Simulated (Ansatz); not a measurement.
**Cl3H3OSiTi: up Jacob's ladder to CCSD(T)**

An exercise on one series of results from a longer session: the logs are not shown, and one member is left open.

Method: functionals in def2-TZVPP, the program's frozen cores in correlated methods; program: Ansatz 0.2.0, Gaussian basis.

Levels to be run: LDA (SPW92), PBE-D4, revPBE-D4, BLYP-D4, r2SCAN-D4, B97M-V, PBE0-D4, B3LYP-D4, r2SCANh-D4, r2SCAN0-D4, HSE06-D4, BHLYP-D4, CAM-B3LYP-D4, LC-ωPBE, ωB97X-V, ωB97M-V, B2PLYP, PBE-QIDH; CCSD(T)/def2-SVP; MP2/def2-TZVPP; MP2/def2-QZVPP; RPA on PBE.

## Structure used throughout

The geometry comes from an earlier relaxation with PBE0-D4 in a triple-zeta def2 set; it is a stationary point, not always the lowest conformer.

SMILES `[SiH3][O][Ti]([Cl])([Cl])[Cl]`, 9 atoms, charge 0, spin multiplicity 1.

Atoms are counted from 1 here; the program's logs count them from 0.

Bond lengths: Si1–O2 1.659 Å, Si1–H7 1.482 Å, Si1–H8 1.482 Å, Si1–H9 1.482 Å, O2–Ti3 1.742 Å, Ti3–Cl4 2.180 Å, Ti3–Cl5 2.180 Å, Ti3–Cl6 2.180 Å. Angles: O2–Si1–H7 108.2°, O2–Si1–H8 108.2°, O2–Si1–H9 108.2°, H7–Si1–H8 110.7°, H7–Si1–H9 110.7°, H8–Si1–H9 110.7°, Si1–O2–Ti3 179.7°, O2–Ti3–Cl4 108.8°, O2–Ti3–Cl5 108.8°, O2–Ti3–Cl6 108.8°, Cl4–Ti3–Cl5 110.1°, Cl4–Ti3–Cl6 110.1°, Cl5–Ti3–Cl6 110.2°.

The first run:

in.yaml reads:

```yaml
crystal:
  periodic: [false, false, false]
  atoms:
    - {symbol: Si, position_ang: [0.255455, -1.466427, 0.976992]}
    - {symbol: O, position_ang: [0.023094, -0.099979, 0.065896]}
    - {symbol: Ti, position_ang: [-0.215446, 1.332578, -0.896629]}
    - {symbol: Cl, position_ang: [-1.650229, 0.886685, -2.475867]}
    - {symbol: Cl, position_ang: [1.695279, 1.920991, -1.765073]}
    - {symbol: Cl, position_ang: [-0.980167, 2.921123, 0.385224]}
    - {symbol: H, position_ang: [1.687356, -1.838464, 0.895201]}
    - {symbol: H, position_ang: [-0.598789, -2.542537, 0.422296]}
    - {symbol: H, position_ang: [-0.128052, -1.160269, 2.375058]}
basis:
  gaussian: {orbitals: def2-TZVPP}
hamiltonian: {xc: lda}
output: {orbitals: {seedname: orbitals}}
```

Run with:

```
> ansatz run in.yaml --threads 4 --pin off --events-out ev --progress --plain --max-ram 11315MiB
```

Among the steps run: LDA; PBE-D4 (GGA); revPBE-D4 (GGA); BLYP-D4 (GGA); r2SCAN-D4 (meta-GGA); B97M-V (meta-GGA); PBE0-D4 (hybrid); B3LYP-D4 (hybrid); r2SCANh-D4 (hybrid); r2SCAN0-D4 (hybrid); HSE06-D4 (hybrid); BHLYP-D4 (hybrid); CAM-B3LYP-D4 (range-separated); LC-ωPBE (range-separated); ωB97X-V (range-separated); ωB97M-V (range-separated); B2PLYP (double hybrid); PBE-QIDH (double hybrid).

One table of the session follows, with a row left open; its other results are not shown here.

It belongs to the step «Frontier levels by functional». 

| functional | HOMO (eV) | LUMO (eV) | gap (eV) |
| --- | --- | --- | --- |
| LDA (SPW92) | -8.03 | -4.19 | 3.84 |
| PBE-D4 | -7.89 | -3.98 | 3.90 |
| revPBE-D4 | -7.83 | -3.91 | 3.92 |
| BLYP-D4 | ? | ? | ? |
| r2SCAN-D4 | -8.27 | -4.00 | 4.28 |
| B97M-V | -8.37 | -4.02 | 4.35 |
| PBE0-D4 | -9.26 | -3.16 | 6.10 |
| B3LYP-D4 | -8.97 | -3.38 | 5.59 |
| r2SCANh-D4 | -8.77 | -3.66 | 5.10 |
| r2SCAN0-D4 | -9.51 | -3.14 | 6.37 |
| HSE06-D4 | -8.86 | -3.54 | 5.32 |
| BHLYP-D4 | -10.48 | -2.12 | 8.36 |
| CAM-B3LYP-D4 | -10.57 | -2.11 | 8.46 |
| LC-ωPBE | -11.98 | -1.10 | 10.88 |
| ωB97X-V | -11.60 | -1.07 | 10.53 |
| ωB97M-V | -11.44 | -1.04 | 10.40 |

Estimate the missing values for BLYP-D4.

Worked estimate for «HOMO (eV)». Against the share of exact exchange, B3LYP-D4 (0.2, -8.97), BHLYP-D4 (0.5, -10.48) give a slope of -5.03 per unit share; at 0 the line stands at -7.96.

As computed: HOMO (eV): -7.71; LUMO (eV): -3.86; gap (eV): 3.85. In «HOMO (eV)» the line misses by -0.25.
